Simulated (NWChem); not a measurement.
# HF (hydrogen fluoride) at B3LYP/aug-pcseg-2

Aim: the electronic atomisation energy of HF (hydrogen fluoride) at B3LYP/aug-pcseg-2, from 3 runs. 

The results are computed with NWChem 7.3.0.

4 further runs of the same task are left out: 4 set aside as unsound or not needed.

## Step 1: The structure to begin with

HF: 2 atoms, total charge 0, spin state singlet. As SMILES, `F`. Geometry: relaxed at PBE0-D4/def2-TZVP.

Bond lengths: F1–H2 0.920 Å.

## Step 2: The energy at B3LYP/aug-pcseg-2

File nw.nw:

```
START nw
memory 2200 mb
GEOMETRY noautosym nocenter noautoz
F     -0.390000     0.144600    -0.196400
H      0.390000    -0.144600     0.196400
END
BASIS spherical bse
* library aug-pcseg-2
END
DFT
xc b3lyp
grid fine
convergence energy 1e-08
iterations 100
mulliken
print low
END
TASK dft energy
```

Run with:

```
$ nwchem nw.nw > nw.out
```

The program printed:

```text
[...]
 d= 0,ls=0.0,diis     1   -100.4592761567 -1.06D+02  7.47D-03  3.54D-01     0.4
[...]
 d= 0,ls=0.0,diis     7   -100.4936828465 -2.38D-10  4.74D-08  9.30D-11     2.3
         Total DFT energy =     -100.493682846532
      One electron energy =     -150.470460022756
           Coulomb energy =       55.626792413733
    Exchange-Corr. energy =      -10.826967923541
 Nuclear repulsion energy =        5.176952686031
[...]
      Total Density - Mulliken Population Analysis
     ---------------------------------------------
    Atom       Charge   Shell Charges
 -----------   ------   -------------------------------------------------------
    1 F    9     9.32   2.00  0.65  0.89  0.35 -0.03  2.40  2.14  0.86  0.04  0.00  0.01  0.00  0.00  0.00
    2 H    1     0.68   0.39  0.19  0.02  0.00  0.02  0.07 -0.00  0.01 -0.01
[...]
```

It took 2.8 s on 1 thread of Intel Xeon Platinum 8375C at 2.90GHz (Ice Lake), shared host; peak memory 0.11 GiB.

## Step 3: The F atom at the same level

File work.xyz:

```xyz
1

F      0.000000     0.000000     0.000000
```

File work.nw:

```
start work
memory stack 880 mb heap 220 mb global 1100 mb
charge 0

geometry noautosym nocenter noautoz
load format xyz work.xyz
end

basis spherical bse
* library aug-pcseg-2
end

dft
xc b3lyp
mult 2
grid fine
convergence energy 1e-08
maxiter 100
mulliken
print low
end

task dft energy
```

Run the same way, it converges to -99.76908 Eh (log not shown).

## Step 4: The H atom at the same level

File test.nw:

```
START test
TITLE "H"
memory total 2200 mb

GEOMETRY units angstroms noautosym nocenter noautoz
  H     0.000000    0.000000    0.000000
END

BASIS "ao basis" spherical bse
  * library aug-pcseg-2
END

DFT
  xc b3lyp
  mult 2
  grid fine
  convergence energy 1e-08
  maxiter 100
  mulliken
  noprint "final vectors analysis"
END

TASK dft energy
```

Run the same way, it converges to -0.50237 Eh (log not shown).

## Step 5: What came out

At B3LYP/aug-pcseg-2:

```
                     quantity          value
       molecule: total energy  -100.49368 Eh
         F atom: total energy   -99.76908 Eh
                 F atom: ⟨S²⟩          0.752
         H atom: total energy    -0.50237 Eh
                 H atom: ⟨S²⟩          0.750
electronic atomisation energy       6.047 eV
```

In words: Taking the molecule apart into free atoms costs 6.05 eV (139 kcal/mol), before zero-point energy and without spin-orbit coupling.
